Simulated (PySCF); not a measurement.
# GaO+: from the state search to spectroscopic constants

Aim: find the lowest electronic state of GaO+, scan its bond at several levels of theory, and get bond length, wavenumber and dissociation energy from each curve.

Program: PySCF 2.14.0. Level of theory: Ga def2-SVPD, O def2-SVPD, no relativity. These are calculated values, not measurements.

### 1 Input

Settings of the job:

```yaml
atoms: Ga, O
charge: 1
basis: Ga def2-SVPD, O def2-SVPD
Hamiltonian: no relativity
basis_functions: 61
electrons_treated: 38
masses_in_u: 68.9256, 15.9949
levels: PBE0, PBE, r²SCAN, M06-2X, r²SCAN0, B2PLYP, CAM-B3LYP, HF, MP2, SCS-MP2, CCSD, CCSD(T)
grid: 80 radial by 434 angular points
occupations: held fixed by the projection of orbital angular momentum
dissociation_limit: Ga+ + O, each in its ground configuration
starting_distance_in_angstrom: 1.905
values_of_2S_to_try: 0, 2
```

Further steps of the session: The PBE0 curve of the state that the search chose; Excited determinants; PBE (GGA); r²SCAN; M06-2X; r²SCAN0 (hybrid meta-GGA); B2PLYP; CAM-B3LYP (range-separated hybrid); ROHF; Correlated methods on the Hartree–Fock reference.

**Question.** What will these runs give? Wanted: for each run, Re; ωe; De; μ.

As calculated:

Lowest PBE0 solution found, without spin–orbit coupling: ³Π (triplet), unpaired electrons σ ↑, π ↑. State 2 has its PBE0 minimum 0.05 eV higher. State 3 has its PBE0 minimum 0.30 eV higher, as a spin-mixed determinant (⟨S²⟩ = 1.01), so this is no gap between pure states. The other levels ran on the lowest alone.

```csv
level,Re (Å),ωe (cm⁻¹),De (eV),μ (D)
PBE,1.912,446,0.62,-2.14
r²SCAN,1.865,502,0.64,-2.32
PBE0,1.898,417,0.348,-2.32
r²SCAN0,1.864,463,0.363,-2.48
M06-2X,1.897,430,0.280,-2.39
CAM-B3LYP,1.901,395,0.267,-2.31
```

De is counted to Ga+ + O in their ground configurations. A positive dipole points from Ga to O; in an ion it is taken about the centre of mass and does not tell which atom is negative. No constants: ROHF (no minimum is bracketed among the points kept); ROHF-MP2 (the points don't follow one smooth fit); ROHF-SCS-MP2 (the points don't follow one smooth fit); ROHF-CCSD (the points don't follow one smooth fit); ROHF-CCSD(T) (the points don't follow one smooth fit); B2PLYP (fits of two degrees disagree).

In words: Bond lengths run from 1.864 Å (r²SCAN0) to 1.912 Å (PBE). Of the levels with a De here, CAM-B3LYP gives the least (0.267 eV) and r²SCAN the most (0.64 eV).

Correlated steps freeze 10 core orbitals. B2PLYP dipoles, levels and charges come from its SCF part alone. A negative De means that the minimum lies above the separated atoms at that level. T1 is 0.057 near the minimum (highest on the curve 0.057), which may point to more than one leading configuration.
